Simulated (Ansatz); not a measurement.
# WSe2: the cost of one run

Computed with Ansatz 0.2.0 (DFT PBE+D3(BJ), scalar-relativistic, plane waves, PAW, unless a step's input says otherwise).

That is the level of the relaxation; later steps name their own.

## (1) The system as given

It takes space group P6_3/mmc (No. 194, hexagonal). The conventional cell has a = 3.293 Å, b = 3.293 Å, c = 12.945 Å, α = 90.00°, β = 90.00°, γ = 120.00°. W (site symmetry -6m2) is surrounded by 6 Se at 2.50 Å. Around Se (site symmetry 3m) lie 3 W at 2.50 Å.

Coordinates:

```
CELL_PARAMETERS angstrom
3.29319 0.00000 0.00000
-1.64659 2.85198 0.00000
0.00000 0.00000 12.94491
ATOMIC_POSITIONS crystal
W 0.33333 0.66667 0.25000
W 0.66667 0.33333 0.75000
Se 0.33333 0.66667 0.62500
Se 0.66667 0.33333 0.12500
Se 0.33333 0.66667 0.87500
Se 0.66667 0.33333 0.37500
```

(A quick probe on a coarse mesh, which set the mesh and smearing, is not shown.)

## (3) Rough relaxation on the coarse mesh

The input, input.yaml:

```yaml
crystal:
  lattice:
    - [3.29318625, 0.0, 0.0]
    - [-1.64659312, 2.85198295, 0.0]
    - [0.0, 0.0, 12.94491449]
  atoms:
    - { symbol: W, position: [0.33333333, 0.66666667, 0.25] }
    - { symbol: W, position: [0.66666667, 0.33333333, 0.75] }
    - { symbol: Se, position: [0.33333333, 0.66666667, 0.625] }
    - { symbol: Se, position: [0.66666667, 0.33333333, 0.125] }
    - { symbol: Se, position: [0.33333333, 0.66666667, 0.875] }
    - { symbol: Se, position: [0.66666667, 0.33333333, 0.375] }
basis:
  ecutwfc: 420
kpoints:
  mp_grid: { grid: [9, 9, 2] }
hamiltonian:
  xc: pbe
  dispersion: d3bj
scf:
  occupations: { method: gaussian, width: 0.1 }
output:
  forces: true
  stress: true
  eigenvalues: true
relax:
  adjacent_minimum: "off"
  f_tol: 0.05
  max_steps: 80
  cell: { stress_tol: 0.5 }
```

Started as:

```sh
$ ansatz run input.yaml --threads 2 --pin off --max-ram 5120MiB --backend cpu --events-out ev --progress --plain --runs-dir out
```

**Question.** How long does this run take on 2 threads of Intel Xeon at 2.70GHz, shared host, and how much memory does it need?

About 51 s, with a peak of 0.52 GiB.
